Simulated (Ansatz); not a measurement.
# MoN+ (singlet): the correlation ladder, def2-TZVPP

The task here is to estimate one member of a computed series from the others.

The runs use Ansatz 0.2.0, Gaussian basis; def2-TZVPP, core rule «outside noble gas», up to 5 orbitals frozen.

The runs, in order: UHF; CCSD(T) on RHF; CCSD(T) on UHF; CCSDT(Q) on RHF; CCSDT(Q) on UHF.

8 further runs of the same task are left out: 4 for a known fault of the program, 4 set aside as unsound or not needed.

### The geometry

The geometry is a PBE0/def2-TZVP stationary point (not a proven minimum) of the parent state, kept for this charge and spin. No spin-orbit coupling is included. Elements past krypton take def2 core potentials.

2 atoms, charge 1, spin multiplicity 1.

Atoms are counted from 1 here; the program's logs count them from 0.

Bond lengths: Mo1–N2 1.583 Å.

Set-up of the first run:

File in.yaml:

```yaml
crystal:
  periodic: [false, false, false]
  atoms:
    - {symbol: Mo, position_ang: [0.000000, 0.000000, 0.000000]}
    - {symbol: N, position_ang: [0.000000, 0.000000, 1.583400]}
basis:
  gaussian: {orbitals: def2-TZVPP}
total_charge: 1
magnetization: {spin_polarized: true, initial_magnetization: 0}
hamiltonian: {xc: hf}
output: {orbitals: {seedname: orbitals}}
```

Launch:

```bash
$ ansatz run in.yaml --threads 1 --pin off --events-out ev --progress --plain --max-ram 4096MiB --backend cpu
```

Steps of the session up to this table: UHF; CCSD(T) on RHF; CCSD(T) on UHF; CCSDT(Q) on RHF; CCSDT(Q) on UHF.

One table of the session follows, with a row left open; its other results are not shown here.

| method | from RCCSDT(Q) (meV) |
| --- | --- |
| RHF | +10938.3 |
| UHF | +10011.3 |
| RMP2 | -492.2 |
| UMP2 | -126.9 |
| RCCSD | +820.3 |
| UCCSD | +31.5 |
| RCCSD(T) | +100.8 |
| UCCSD(T) | ? |
| RCCSDT | +122.2 |
| UCCSDT | -753.3 |
| RCCSDT(Q) | 0 |
| UCCSDT(Q) | -874.5 |

Q: Estimate the row for UCCSD(T) from the others.

The run gave: from RCCSDT(Q) (meV): -680.3. In the column «from RCCSDT(Q) (meV)» it lies between UCCSDT (-753.3) and RMP2 (-492.2).

The program flags UCCSD(T), UCCSDT(Q) as in doubt (see the logs), so those rows may rest on another solution; read them beside their warnings.

To keep in mind: The determinant is far from a pure spin state, so its energy mixes those of several spin states (harmless only where they are near-degenerate, as at dissociation). The program flags UCCSD(T), UCCSDT(Q) as in doubt, so those rows may rest on another solution; read them beside their warnings. Warnings: restricted reference is unstable; spin contamination; large T1 diagnostic. Restricted and unrestricted rows rest on different reference determinants; where their highest levels disagree by more than a few hundredths of an eV, they describe different states and don't form one ladder.
